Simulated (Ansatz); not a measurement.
**SiAsH3 (triplet): the correlation ladder at a displaced geometry (v1), cc-pVDZ**

How much of the correlation energy of SiAsH3 (triplet) does each wave-function method recover here?

The runs use Ansatz 0.2.0, Gaussian basis; cc-pVDZ, core rule «outside noble gas», up to 19 orbitals frozen.

Plan: UHF; CCSD(T) on ROHF; CCSD(T) on UHF; BCCD(T) on ROHF; CISD; CCSDT(Q) on ROHF; CCSDT(Q) on UHF.

23 further runs of the same task are left out: 2 for a known fault of the program, 13 that didn't finish, 8 set aside as unsound or not needed.

### 1 The system

The geometry is a PBE0/def2-TZVP stationary point (not a proven minimum) with its atoms shifted at random (size 0.040 Å). No spin-orbit coupling is included. The filled d shell of As may be among the frozen orbitals whatever the setting's name suggests; the logs give the count.

5 atoms, charge 0, spin multiplicity 3.

Atoms are counted from 1 here; the program's logs count them from 0.

Bond lengths: Si1–As2 2.356 Å, Si1–H3 1.514 Å, Si1–H4 1.499 Å, Si1–H5 1.587 Å. Angles: As2–Si1–H3 108.4°, As2–Si1–H4 112.4°, As2–Si1–H5 112.3°, H3–Si1–H4 111.4°, H3–Si1–H5 105.8°, H4–Si1–H5 106.3°.

As a file:

```xyz
5

Si   -1.64894   -0.00030    0.01346
As    0.70693    0.00000   -0.00358
H    -2.12722    1.43553   -0.03692
H    -2.21235   -0.72347    1.19897
H    -2.26080   -0.70371   -1.27097
```

### 2 UHF

File in.yaml:

```yaml
crystal:
  periodic: [false, false, false]
  atoms:
    - {symbol: Si, position_ang: [-1.648940, -0.000303, 0.013465]}
    - {symbol: As, position_ang: [0.706927, 0.000001, -0.003582]}
    - {symbol: H, position_ang: [-2.127215, 1.435532, -0.036922]}
    - {symbol: H, position_ang: [-2.212346, -0.723471, 1.198975]}
    - {symbol: H, position_ang: [-2.260805, -0.703715, -1.270971]}
basis:
  gaussian: {orbitals: cc-pVDZ}
magnetization: {spin_polarized: true, initial_magnetization: 2}
hamiltonian: {xc: hf}
output: {orbitals: {seedname: orbitals}}
```

Started as:

```console
$ ansatz run in.yaml --threads 1 --pin off --events-out ev --progress --plain --max-ram 2393MiB
```

The runs that follow: CCSD(T) on ROHF; CCSD(T) on UHF; BCCD(T) on ROHF; CISD; CCSDT(Q) on ROHF; CCSDT(Q) on UHF.

Before running them: what should the planned runs give, taken together? Wanted: UCCSDT(Q) below the RHF energy; RMP2 from UCCSDT(Q); UMP2 from UCCSDT(Q); RCCSD from UCCSDT(Q); RCCSD(T) from UCCSDT(Q); UCCSD(T) from UCCSDT(Q); RCCSDT(Q) from UCCSDT(Q); T1 diagnostic.

As calculated:

| quantity | value |
| --- | --- |
| UCCSDT(Q) below the RHF energy | -6.0734 eV |
| RMP2 from UCCSDT(Q) | +1271.2 meV |
| UMP2 from UCCSDT(Q) | +1281.3 meV |
| RCCSD from UCCSDT(Q) | +188.1 meV |
| RCCSD(T) from UCCSDT(Q) | +44.2 meV |
| UCCSD(T) from UCCSDT(Q) | +36.1 meV |
| RCCSDT(Q) from UCCSDT(Q) | +8.1 meV |
| levels within 1 kcal/mol (43 meV) | UCCSD(T), BCCD(T), RCCSDT, UCCSDT, RCCSDT(Q) |
| T1 diagnostic | 0.018 |

**Reading.** RCCSD(T) lands +44.2 meV from the yardstick (0.7 % of the correlation energy). These misses are within one basis, not against nature; the frozen cores of restricted and unrestricted runs differ, which can shift their rows.
